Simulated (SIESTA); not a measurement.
Something may be wrong with this SIESTA 5.4.2 calculation of MoPd.

Contents of run.py:

```python
from ase.io import read
from ase.calculators.siesta import Siesta
from ase.units import Ry, GPa

atoms = read("MoPd.xyz")

fdf = {
    'SCFMustConverge': False,
    'OccupationFunction': 'FD',
    'ElectronicTemperature': '0.05 eV',
    'MaxSCFIterations': '75',
    'SCF.Mixer.Method': 'Pulay',
    'SCF.Mixer.Weight': '0.25',
    'SCF.Mixer.History': '8',
    'SCF.DM.Tolerance': '1.0e-14',
    'SCF.H.Tolerance': '1.0e-13 eV',
    'WriteForces': 'true',
    'Charge.Mulliken': 'end',
    'Charge.Hirshfeld': 'end',
    'Charge.Voronoi': 'end',
    'SaveRho': 'true',
    'SaveElectrostaticPotential': 'true',
    'PAO.Basis': ['Pd.1 5', 'n=4 0 2', '  2.822 0.000', 'n=5 0 2', '  8.721 0.000', 'n=4 1 2', '  3.234 0.000', 'n=5 1 1', '  8.721', 'n=4 2 2', '  5.877 0.000', 'Mo.2 5', 'n=4 0 2', '  3.234 0.000', 'n=5 0 2', '  8.986 0.000', 'n=4 1 2', '  3.729 0.000', 'n=5 1 1', '  8.986', 'n=4 2 2', '  6.762 0.000'],
}
calc = Siesta(
    label="MoPd",
    command="siesta < PREFIX.fdf > PREFIX.out",
    pseudo_path="pseudos",
    pseudo_qualifier="",
    xc=('GGA', 'PBE'),
    basis_set="DZP",
    mesh_cutoff=800 * Ry,
    energy_shift=0.003 * Ry,
    kpts=[11, 11, 11],
    spin="non-polarized",
    fdf_arguments=fdf,
)
atoms.calc = calc

print(f"energy = {atoms.get_potential_energy():.6f} eV")
free = atoms.get_potential_energy(force_consistent=True)
print(f"free energy = {free:.6f} eV")
print("forces (eV/A):")
print(atoms.get_forces(apply_constraint=False).round(6))
print("stress (GPa, Voigt order, tension positive):", (atoms.get_stress() / GPa).round(4))
```

File MoPd.xyz:

```xyz
2
Lattice="1.3876679665 0.8011704740 4.6447711807 -1.3876679665 0.8011704740 4.6447711807 0.0000000000 -1.6023409480 4.6447711807" Properties=species:S:1:pos:R:3 pbc="T T T"
Pd     0.0000000000      0.0000000000      6.9671567710
Mo     0.0000000000      0.0000000000      0.0000000000
```

Potentials or basis: PseudoDojo 0.4 standard (PBE files), DZP (energy shift 0.003 Ry; two zetas on semicore shells).

Run with:

```console
$ python run.py
```

Output:

```text

```

Diagnose the run.

The calculation hadn't finished when its time ran out. The input holds a flaw that was put in on purpose: tolerance that can't be met (SCF.DM.Tolerance = 1.0e-14; SCF.H.Tolerance = 1.0e-13 eV).
